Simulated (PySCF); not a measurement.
**One shape, several levels: YNH2Cl2 (SMILES [NH2][Y]([Cl])[Cl])**

We compute a comparison of 6 runs (HF/3-21G, HF/def2-SVP, B3LYP/STO-3G, B3LYP/def2-TZVP, CAM-B3LYP/def2-TZVP, MP2/STO-3G) of YNH2Cl2. The job is set up through a Python script.

The results are computed with PySCF 2.14.0.

## 1. The system as given

YNH2Cl2: 6 atoms, total charge 0, spin state singlet. As SMILES, `[NH2][Y]([Cl])[Cl]`. The shape is that of a PBE0-D4/def2-TZVP optimisation. This is one conformer, not always the lowest.

Bond lengths: N1–Y2 2.101 Å, Y2–Cl3 2.464 Å, Y2–Cl4 2.464 Å, N1–H5 1.014 Å, N1–H6 1.014 Å. Angles: N1–Y2–Cl3 116.3°, N1–Y2–Cl4 116.3°, Cl3–Y2–Cl4 127.4°, Y2–N1–H5 126.6°, Y2–N1–H6 126.6°, H5–N1–H6 106.8°.

## 2. Energy and gradient at HF/3-21G (run 1)

File run.py:

```python
import pyscf.grad
from pyscf import gto

mol = gto.Mole()
mol.atom = [
    ('N', (-0.241400, 1.188900, 0.003700)),
    ('Y', (0.175000, -0.870900, -0.001100)),
    ('Cl', (1.758900, -1.668400, 1.709300)),
    ('Cl', (-0.970900, -2.211700, -1.721400)),
    ('H', (0.142100, 1.881300, 0.636900)),
    ('H', (-0.863600, 1.680800, -0.627400)),
]
mol.max_memory = 1860
mol.verbose = 4
mol.basis = '3-21g'
mol.spin = 0
mol.build()

mf = mol.RHF()
mf.conv_tol = 1e-10
mf.kernel()
if not mf.converged:
    mf = mf.newton().run(mf.mo_coeff, mf.mo_occ)

energy = mf.e_tot
print('E(%s) = %.9f' % ('HF', energy))
grad = mf.Gradients().kernel()
dip = mf.dip_moment()
pop, q = mf.mulliken_pop()
```

Run with:

```
$ OMP_NUM_THREADS=1 python run.py
```

What it wrote:

```text
PySCF version 2.14.0

[... 62 lines left out ...]
converged SCF energy = -4285.83673603191
[... 13 lines left out ...]
Dipole moment(X, Y, Z, Debye): -0.85527,  4.14351,  0.02458
[... 82 lines left out ...]
charge of    5H =      0.31830
```

Run time: 5.4 s. Hardware: 1 thread of Intel Xeon at 2.70GHz, shared host; peak memory 0.15 GiB.

## 3. Energy and gradient at HF/def2-SVP (core potential) (run 2)

File geometry.xyz:

```xyz
6

N     -0.241400     1.188900     0.003700
Y      0.175000    -0.870900    -0.001100
Cl     1.758900    -1.668400     1.709300
Cl    -0.970900    -2.211700    -1.721400
H      0.142100     1.881300     0.636900
H     -0.863600     1.680800    -0.627400
```

File calc.py:

```python
import pyscf.grad
from pyscf import gto, scf

system = gto.Mole()
system.atom = 'geometry.xyz'
system.charge = 0
system.max_memory = 1860
system.spin = 0
system.verbose = 4
system.ecp = {'Y': 'def2-svp'}
system.basis = 'def2-svp'
system.build()

mf = scf.RHF(system)
mf.conv_tol = 1e-10
mf.kernel()
if not mf.converged:
    mf = mf.newton().run(mf.mo_coeff, mf.mo_occ)

e_final = mf.e_tot
print(f'total energy: {e_final:.8f} hartree')
grad = mf.Gradients().kernel()
mf.analyze()
```

Run with:

```
$ OMP_NUM_THREADS=1 python calc.py
```

What it wrote:

```text
PySCF version 2.14.0

[... 90 lines left out ...]
MO #6   energy= -7.99062522318625  occ= 2
[... 16 lines left out ...]
MO #23  energy= -0.447813688374599 occ= 2
[... 16 lines left out ...]
MO #40  energy= 0.267568461189993  occ= 0
[... 16 lines left out ...]
MO #57  energy= 0.962406069837218  occ= 0
[... 16 lines left out ...]
MO #74  energy= 1.31841869178286   occ= 0
[... 16 lines left out ...]
MO #91  energy= 30.3539525571506   occ= 0
[... 100 lines left out ...]
Dipole moment(X, Y, Z, Debye): -0.57165,  2.75397,  0.01909
```

Run time: 15 s. Hardware: 1 thread of Intel Xeon at 2.70GHz, shared host; peak memory 0.19 GiB.

Runs 3 to 5 aren't shown in full; the table further down has their settings and results.

## 4. Energy and gradient at MP2/STO-3G (run 6)

geometry.xyz is that of step 3.

File job.py:

```python
# [NH2][Y]([Cl])[Cl]
import pyscf.grad
from pyscf import gto, scf, mp

system = gto.M(
    atom='geometry.xyz',
    basis='sto-3g',
    max_memory=1860,
    verbose=4,
    charge=0,
)

mf = scf.RHF(system)
mf.conv_tol = 1e-10
mf.kernel()
if not mf.converged:
    mf = mf.newton().run(mf.mo_coeff, mf.mo_occ)

pt = mp.MP2(mf, frozen=25).run()
energy = pt.e_tot
print('E = %.10f Eh' % energy)
grad = pt.Gradients().kernel()
mf.analyze()
```

Run with:

```
$ OMP_NUM_THREADS=1 python job.py
```

What it wrote:

```text
PySCF version 2.14.0

[... 88 lines left out ...]
One-electron Energy =                -6583.906069333129381
[... 12 lines left out ...]
MO #8   energy= -19.2299544662518  occ= 2
[... 10 lines left out ...]
MO #19  energy= -7.69283311205723  occ= 2
[... 10 lines left out ...]
MO #30  energy= -1.02551093693206  occ= 2
[... 10 lines left out ...]
MO #41  energy= -0.293678701276366 occ= 2
[... 10 lines left out ...]
MO #52  energy= 0.783786330738064  occ= 0
[... 61 lines left out ...]
Dipole moment(X, Y, Z, Debye): -0.69262,  3.35008,  0.02106
```

Wall time 12 s (1 thread of Intel Xeon at 2.70GHz, shared host); peak memory 0.24 GiB.

## 5. Overview of the runs

```
run                                 level  core potential  integration grid   energy (Eh)  dipole moment (D) of the reference  HOMO energy (eV)  LUMO energy (eV)  wall time
  1                              HF/3-21G               –                 –  -4285.836736                                4.23            -10.93              0.07      5.4 s
  2          HF/def2-SVP (core potential)        def2-svp                 –  -1012.406024                                2.81            -10.85              0.19       15 s
  3                          B3LYP/STO-3G               –                 5  -4219.949204                                3.99             -4.88             -1.54       35 s
  4      B3LYP/def2-TZVP (core potential)        def2-svp                 5  -1014.998568                                2.77             -7.45             -2.59    1.8 min
  5  CAM-B3LYP/def2-TZVP (core potential)        def2-svp                 5  -1014.922204                                2.76             -9.11             -1.51    3.6 min
  6                            MP2/STO-3G               –                 –  -4216.503752                                3.42             -7.99              1.39       12 s
```

## 6. Summary of results

| quantity | value |
| --- | --- |
| run 6: total energy | -4216.50375 Eh |
| run 6: dipole moment (Hartree–Fock density) | 3.42 D |
| run 6: HOMO energy (Hartree–Fock orbitals) | -7.99 eV |
| run 6: LUMO energy (Hartree–Fock orbitals) | 1.39 eV |
| run 6: HOMO–LUMO gap (Hartree–Fock orbitals) | 9.39 eV |
| run 6: correlation energy (25 core orbitals frozen) | -143.3 mEh |
| run 6: largest force on an atom | 6.302 eV/Å |

Over runs 1, 2, 3, 4, 5 the dipole moment (its size) runs from 2.76 D (CAM-B3LYP/def2-TZVP) to 4.23 D (HF/3-21G). The two ends differ in method and basis and core potential. Over runs 1, 2, 3, 4, 5 the HOMO–LUMO gap runs from 3.34 eV (B3LYP/STO-3G) to 11.04 eV (HF/def2-SVP). Totals of different functionals can't be ranked against each other. Some runs of one species differ in core potentials or relativity; totals across that change don't compare. In runs 3, 6 the basis is minimal, so the values are rough. In runs 1, 3, 6 relativity is left out where basis or elements ask for it. All runs together took 6.6 min, the longest 3.6 min.
